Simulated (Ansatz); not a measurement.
# Zr4Nb4CuNi7: the cost of one run

All numbers below are computed with Ansatz 0.2.0 (DFT PBE, scalar-relativistic, plane waves, PAW).

**1. The system as given**

The cell holds 16 atoms (CuNb4Ni7Zr4): a = 6.391 Å, b = 6.329 Å, c = 6.170 Å, α = 87.56°, β = 89.54°, γ = 92.75°.

It is the last frame of an earlier stage of the same melt, run at 2990 K.

Coordinates:

```xyz
16
Lattice="6.3887 -0.1528 0.0266 -0.1528 6.3259 0.1331 0.0266 0.1331 6.1681" Properties=species:S:1:pos:R:3 pbc="T T T"
Ni    0.0539    4.4258    3.4552
Ni    0.1652    2.0841    2.5197
Ni    1.4748    3.7446    1.2458
Ni    1.4330    1.1945    4.3522
Ni    3.5993    1.0045    4.1240
Ni    3.5383    3.0892    0.1939
Ni    2.3126    3.2467    3.7465
Nb    1.2114    5.1623    5.2657
Nb    1.5593    0.8208    0.8841
Nb    4.2054    0.3887    0.1360
Nb    4.1865    4.7144    4.6445
Zr    6.0669    2.2646    5.2508
Zr    2.6703    5.4974    2.4156
Zr    5.2799    4.7423    1.5291
Zr    4.0932    2.5260    2.5762
Cu    5.4246    0.0767    3.5443
```

**2. Dynamics at 2150 K**

One k point, a Fermi-Dirac width of 0.185 eV and a fixed cell.

input.yaml

```yaml
crystal:
  lattice:
    - [6.388708, -0.152784, 0.026633]
    - [-0.152784, 6.325863, 0.133117]
    - [0.026633, 0.133117, 6.168123]
  atoms:
    - { symbol: Ni, position: [0.0226365553, 0.6887171169, 0.5452055028] }
    - { symbol: Ni, position: [0.0318869368, 0.3217726326, 0.4014185901] }
    - { symbol: Ni, position: [0.2442615623, 0.5938909651, 0.1881017304] }
    - { symbol: Ni, position: [0.2256680243, 0.1795282622, 0.700752765] }
    - { symbol: Ni, position: [0.5644071137, 0.1584814906, 0.6627484234] }
    - { symbol: Ni, position: [0.5657583209, 0.5016249811, 0.0181730216] }
    - { symbol: Ni, position: [0.3716879386, 0.5096995811, 0.5947924119] }
    - { symbol: Nb, position: [0.2053429287, 0.803443321, 0.8354775607] }
    - { symbol: Nb, position: [0.2466679118, 0.1327804291, 0.1394054827] }
    - { symbol: Nb, position: [0.6600248698, 0.0770230457, 0.0175300986] }
    - { symbol: Nb, position: [0.6700732867, 0.7459948091, 0.7339857313] }
    - { symbol: Zr, position: [0.9548217611, 0.3633871117, 0.8393078615] }
    - { symbol: Zr, position: [0.4372755313, 0.8717912038, 0.3709307017] }
    - { symbol: Zr, position: [0.8437987793, 0.7652611307, 0.2277407965] }
    - { symbol: Zr, position: [0.648714257, 0.4064405302, 0.4060934887] }
    - { symbol: Cu, position: [0.8471986524, 0.020588871, 0.5705164519] }
  symmetry: { detect: false }
basis:
  ecutwfc: 420
  xc_grid: 1
kpoints:
  mp_grid: { grid: [1, 1, 1], shift: [0.25, 0.25, 0.25] }
hamiltonian:
  xc: pbe
scf:
  occupations: { method: fermi_dirac, width: 0.1853 }
  lower_state_search: "off"
  convergence: { dr2_threshold: 1.0e-05 }
output:
  forces: true
  stress: true
md:
  timestep: 3.0
  n_steps: 84
  ensemble: nvt_langevin
  friction: 0.03
  temperature: 2150.0
  initial_velocities: maxwell_boltzmann
  seed: 43595
```

On the command line:

```bash
> ansatz run input.yaml --threads 2 --pin off --max-ram 5120MiB --backend cpu --events-out ev --progress --plain --runs-dir out
```

**Question.** How long does this run take on 2 threads of Arm Neoverse V2, shared host, and how much memory does it need?

About 4.2 min, with a peak of 0.57 GiB.
